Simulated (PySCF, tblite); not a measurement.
# CH₁₃NO₃Si₄, a small molecule taken as a stand-in for a surface group (silica-backed Si): NMR shifts, core binding energies and electronic excitations

Aim: the NMR shifts, core binding energies and electronic excitations of `CN[Si](O[SiH3])(O[SiH3])O[SiH3]`.

Computed with tblite 0.8.0 and PySCF 2.14.0; each step states its level. No surroundings beyond the atoms listed, unless a continuum is named. Atoms count from 0, parts from 1.

## 1. Starting point

22 atoms, charge 0, multiplicity 1; geometry: distance geometry start.

## 2. Relaxing the cluster with GFN2-xTB

Job settings and geometry (Å):

```
{"job": {"kind": "relax", "xc": "GFN2-xTB", "basis": "xTB"}, "charge": 0, "multiplicity": 1}
Si    -2.378559     0.377291    -1.396855
O     -1.374462    -0.163488    -0.198863
Si     0.192092    -0.070553     0.223321
O      1.177734    -0.885068    -0.809570
Si     1.325040    -2.354438    -1.539493
O      0.695405     1.464627     0.476691
Si     1.268553     2.739899    -0.397341
N      0.309330    -0.837650     1.717516
C     -0.504433    -0.558590     2.861391
H     -2.484384     1.854644    -1.370553
H     -1.897764    -0.048492    -2.735261
H     -3.753913    -0.231834    -1.186659
H      1.612662    -3.429392    -0.554602
H      0.045907    -2.680509    -2.257038
H      2.417590    -2.288377    -2.540712
H      2.616857     2.435022    -0.905069
H      1.338698     3.911927     0.521835
H      0.365825     3.032886    -1.501668
H      1.312836    -0.755875     2.002335
H     -0.389778     0.486279     3.215971
H     -0.237554    -1.226369     3.695116
H     -1.578337    -0.746155     2.659147
```

Level: GFN2-xTB geometry optimisation, gas phase.

Run with:

```sh
$ OMP_NUM_THREADS=1 python cluster_run.py task.json out
```

The driver reads the jobs from task.json and runs them one after another.

**Question.** The jobs that follow are: PBE0-D3(BJ)/def2-SVP geometry optimisation, gas phase; GIAO PBE0/pcSseg-1 NMR shielding, non-relativistic, gas phase; delta-SCF UKS SCAN, pcX-2 on the ionised atom, pcseg-1 elsewhere, spin-free X2C; TDDFT CAM-B3LYP/def2-SVPD, vertical, gas phase, core orbitals frozen in the response. Predict: point group; rotational constants (main isotopes); 13C shifts against TMS (PBE0/pcSseg-1); 1H shifts against TMS (PBE0/pcSseg-1); 29Si shifts against TMS (PBE0/pcSseg-1); 17O shifts against H2O (PBE0/pcSseg-1); 15N shifts against NH3 (PBE0/pcSseg-1); O1s binding energies, SCAN/pcX-2; Si2p binding energies, SCAN/pcX-2 (standing for 1 of 4 atoms); N1s binding energies, SCAN/pcX-2; lowest singlet (CAM-B3LYP/def2-SVPD); brightest single state of those computed; lowest triplet; vertical ionisation energy (ΔSCF).

As calculated:

| quantity | value |
| --- | --- |
| point group | C1 |
| rotational constants (main isotopes) | 0.73, 0.64, 0.61 GHz |
| 13C shifts against TMS (PBE0/pcSseg-1) | 28.6 ppm |
| 1H shifts against TMS (PBE0/pcSseg-1) | 5.21, 5.20, 5.13, 5.13, 5.13, 5.11, 4.99, 4.96, 4.91, 2.60, 2.54, 2.54, 0.26 ppm |
| 29Si shifts against TMS (PBE0/pcSseg-1) | -37.4, -39.6, -40.8, -78.4 ppm |
| 17O shifts against H2O (PBE0/pcSseg-1) | 50.0, 44.2, 42.8 ppm |
| 15N shifts against NH3 (PBE0/pcSseg-1) | 26.8 ppm |
| O1s binding energies, SCAN/pcX-2 | O3 537.82, O1 537.77, O5 537.65 eV |
| Si2p binding energies, SCAN/pcX-2 (standing for 1 of 4 atoms) | Si2 108.27 eV |
| N1s binding energies, SCAN/pcX-2 | N7 404.49 eV |
| lowest singlet (CAM-B3LYP/def2-SVPD) | 6.22 eV (199 nm), f = 0.005 |
| brightest single state of those computed | state 2, 7.12 eV, f = 0.009 |
| lowest triplet | 6.01 eV |
| vertical ionisation energy (ΔSCF) | 9.20 eV |

**Reading.** Over 22 steps the energy fell by 0.569 eV; of the close pairs, Si0–O1 changed most, 1.593 to 1.662 Å (PBE0/def2-SVP). No frequency check was run at this level, so the end point may be a saddle. The O1s levels kept as sound span 0.17 eV, from O5 (oxygen bonded to 2 Si) up to O3 (oxygen bonded to 2 Si). The lowest singlet, at 6.22 eV, is HOMO→LUMO 0.68, HOMO→LUMO+5 0.15 and is weak; of the 6 states computed, the strongest absorption comes from state 2 at 7.12 eV. The lowest triplet lies 0.21 eV below the lowest singlet (triplets in Tamm-Dancoff, singlets in full TDDFT). The orbital energy would give 8.47 eV for ionisation, ΔSCF gives 9.20 eV. A capped cluster stands for the solid here, so long-range fields and strain are missing, and bands or shifts of the capping hydrogens have no counterpart in it.
